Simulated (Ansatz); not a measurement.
# CH₂AlFO: taking an electron away

How much energy removes an electron from CH₂AlFO at fixed geometry? The cation is run at each level and the neutral's energy taken from earlier runs.

Method: unrestricted cation, the program's frozen cores in correlated methods; program: Ansatz 0.2.0, Gaussian basis.

The runs, in order: UKS PBE-D4/def2-TZVPP; UKS r2SCAN-D4/def2-TZVPP; UKS PBE0-D4/def2-TZVPP; UKS B3LYP-D4/def2-TZVPP; UKS wB97X-V/def2-TZVPP; UKS wB97M-V/def2-TZVPP; UKS B2PLYP/def2-TZVPP; UHF-CCSD(T)/def2-TZVPP; UHF-MP2/def2-QZVPP; extrapolation to the limit; then −ε(HOMO) from the neutral's earlier runs with LDA (SPW92), PBE-D4, revPBE-D4, BLYP-D4, r2SCAN-D4, B97M-V, PBE0-D4, B3LYP-D4, r2SCANh-D4, r2SCAN0-D4, HSE06-D4, BHLYP-D4, CAM-B3LYP-D4, LC-ωPBE, ωB97X-V, ωB97M-V.

## Step 1: The relaxed structure

The geometry comes from an earlier relaxation with PBE0-D4 in a triple-zeta def2 set; it is a stationary point.

SMILES `[F][Al]1[CH2][O]1`, 6 atoms, charge 0, spin multiplicity 1.

Atoms are counted from 1 here; the program's logs count them from 0.

Bond lengths: F1–Al2 1.634 Å, Al2–C3 1.867 Å, Al2–O4 1.690 Å, C3–O4 1.507 Å, C3–H5 1.090 Å, C3–H6 1.090 Å. Angles: F1–Al2–C3 168.9°, F1–Al2–O4 141.3°, C3–Al2–O4 49.8°, Al2–C3–O4 58.9°, Al2–C3–H5 123.7°, Al2–C3–H6 123.7°, O4–C3–H5 112.4°, O4–C3–H6 112.4°, H5–C3–H6 111.1°, Al2–O4–C3 71.2°.

## Step 2: Cation, UKS PBE-D4/def2-TZVPP

in.yaml

```yaml
crystal:
  periodic: [false, false, false]
  atoms:
    - {symbol: F, position_ang: [-0.391796, -2.590736, 0.634582]}
    - {symbol: Al, position_ang: [-0.190299, -1.024519, 0.215913]}
    - {symbol: C, position_ang: [0.331959, 0.748363, -0.049716]}
    - {symbol: O, position_ang: [-0.897659, 0.191062, -0.720311]}
    - {symbol: H, position_ang: [1.093151, 1.053655, -0.767309]}
    - {symbol: H, position_ang: [0.096743, 1.558074, 0.640641]}
basis:
  gaussian: {orbitals: def2-TZVPP}
total_charge: 1
magnetization: {spin_polarized: true, initial_magnetization: 1}
hamiltonian: {xc: pbe, dispersion: d4}
```

Run with:

```console
ansatz run in.yaml --threads 2 --pin off --events-out ev --progress --plain --max-ram 4352MiB
```

After this run come: Cation, UKS r2SCAN-D4/def2-TZVPP; Cation, UKS PBE0-D4/def2-TZVPP; Cation, UKS B3LYP-D4/def2-TZVPP; Cation, UKS wB97X-V/def2-TZVPP; Cation, UKS wB97M-V/def2-TZVPP; Cation, UKS B2PLYP (frozen core)/def2-TZVPP; Cation, UHF-CCSD(T)/def2-TZVPP; Cation, UHF-MP2/def2-QZVPP.

Q: Predict the results of all the runs planned. Wanted: ionisation energy, CCSD(T)/CBS; nearest functional by difference; nearest −ε(HOMO); −ε(HOMO) of PBE; T1 of the cation.

As calculated:

```
                        quantity                value
  ionisation energy, CCSD(T)/CBS              9.54 eV
nearest functional by difference  B3LYP-D4 (-0.13 eV)
                nearest −ε(HOMO)   LC-ωPBE (+0.11 eV)
                 −ε(HOMO) of PBE              5.66 eV
                T1 of the cation                0.023
```

Energy differences with functionals land within 0.33 eV of the reference. −ε(HOMO) of PBE misses by 3.9 eV, since self-interaction lifts the level. Among orbital estimates LC-ωPBE comes nearest. Hartree-Fock falls 1.15 eV short, as the neutral has more correlation energy than the cation.
